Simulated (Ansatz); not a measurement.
**MoS₂: a line through a two-coordinate scan**

How does the energy of MoS₂ (P6_3/mmc, No. 194; 6 atoms in the cell) vary with volume per atom, at c/a of the conventional cell = 4.628?

Program: Ansatz 0.2.0. Level of theory: DFT PBEsol, scalar-relativistic, plane waves, PAW. These are calculated values, not measurements.

72 further runs of the same task are left out: 72 set aside as unsound or not needed.

### 1 The system as given

The structure is hexagonal, space group P6_3/mmc (No. 194). Conventional cell: a = 3.142 Å, b = 3.142 Å, c = 12.570 Å, α = 90.00°, β = 90.00°, γ = 120.00°. Mo (site symmetry -6m2) is surrounded by 6 S at 2.39 Å. S (site symmetry 3m) has 3 Mo at 2.39 Å as nearest neighbours.

As a file:

```
CELL_PARAMETERS angstrom
3.14165 0.00000 0.00000
-1.57082 2.72074 0.00000
0.00000 0.00000 12.57026
ATOMIC_POSITIONS crystal
Mo 0.33333 0.66667 0.25000
Mo 0.66667 0.33333 0.75000
S 0.33333 0.66667 0.62599
S 0.66667 0.33333 0.12599
S 0.33333 0.66667 0.87401
S 0.66667 0.33333 0.37401
```

It is the result of an earlier relaxation at this level (volume 17.91 Å³/atom; gap on the mesh: 0.98 eV).

### 2 What is varied

The energy is mapped over volume and the cell's shape.

First coordinate, volume per atom: 11 values from 15.76 to 20.06 Å³. Second coordinate, c/a of the conventional cell: 11 values from 3.335 to 4.800.

Nothing else is relaxed (fractional coordinates fixed). Energies count from the relaxed crystal. Points are written as (first, second).

### 3 Point (15.76 Å³, 4.628)

File input.yaml:

```yaml
crystal:
  lattice:
    - [2.8679993731, 0.0, 0.0]
    - [-1.4339996866, 2.4837603152, 0.0]
    - [0.0, 0.0, 13.2736746987]
  atoms:
    - { symbol: Mo, position: [0.3333333333, 0.6666666667, 0.25] }
    - { symbol: Mo, position: [0.6666666667, 0.3333333333, 0.75] }
    - { symbol: S, position: [0.3333333333, 0.6666666667, 0.6259932117] }
    - { symbol: S, position: [0.6666666667, 0.3333333333, 0.1259932117] }
    - { symbol: S, position: [0.3333333333, 0.6666666667, 0.8740067883] }
    - { symbol: S, position: [0.6666666667, 0.3333333333, 0.3740067883] }
basis:
  ecutwfc: 420
kpoints:
  mp_grid: { grid: [12, 12, 4] }
hamiltonian:
  xc: pbesol
scf:
  occupations: { method: cold, width: 0.2 }
output:
  forces: true
  stress: true
  eigenvalues: true
```

The run is started by

```bash
$ ansatz run input.yaml --threads 2 --pin off --max-ram 4096MiB --backend cpu --events-out ev --progress --plain --runs-dir out
```

The session goes on with these runs: the other points of the line.

Before running it: what results should come out? Wanted: for each run, volume per atom; energy; slope; pressure; largest force on an atom.

As calculated:

```
volume per atom (Å³)  step  energy (meV/atom)  slope (meV/atom per Å³)  pressure (GPa)  band gap on the k-mesh (eV)  largest force on an atom (eV/Å)
               15.76     3                283                     −153            24.5                        1.007                             0.43
               16.19     4                226                     −112            18.0                        0.984                             0.11
               16.62     5                186                      −77            12.3                        0.963                             0.59
               17.05     6                159                      −46             7.3                        0.944                             1.03
               17.48     7                146                      −18             3.0                        0.926                             1.42
               17.91     8                143                        6            −0.9                        0.909                             1.77
               18.34     9                150                       27            −4.2                        0.893                             2.09
               18.77     –                165                       45            −7.2                        0.877                             2.38
               19.20    10                188                       61            −9.8                        0.863                             2.64
               19.63    11                218                       75           −12.1                        0.849                             2.88
               20.06    12                253                       88           −14.1                        0.835                             3.09
```

Energies count from the relaxed crystal. Rows without a step come from runs not printed here or follow by symmetry. Slopes come from the forces (and the stress, where the cell changes), not from differences of energies.

In words: The lowest point of the line is at 17.91 Å³, 143 meV/atom from the zero. Energies and slopes round the minimum, fitted together, put the minimum at 17.804 Å³, with a curvature of about 54 meV/atom per (Å³)². V·d²E/dV² there is about 150 GPa, a bulk modulus under this line's constraint. The highest point computed, at 15.76 Å³, lies 140 meV/atom above the lowest. This is one cut through a surface in two coordinates; the map's lowest point lies off it. A rigid map gives upper bounds: relaxing the other coordinates can only lower a point. The gap on the mesh closes on part of the grid.

The gaps are Kohn-Sham values of a semilocal functional, not quasiparticle or optical gaps. Such gaps usually fall short of the measured ones.
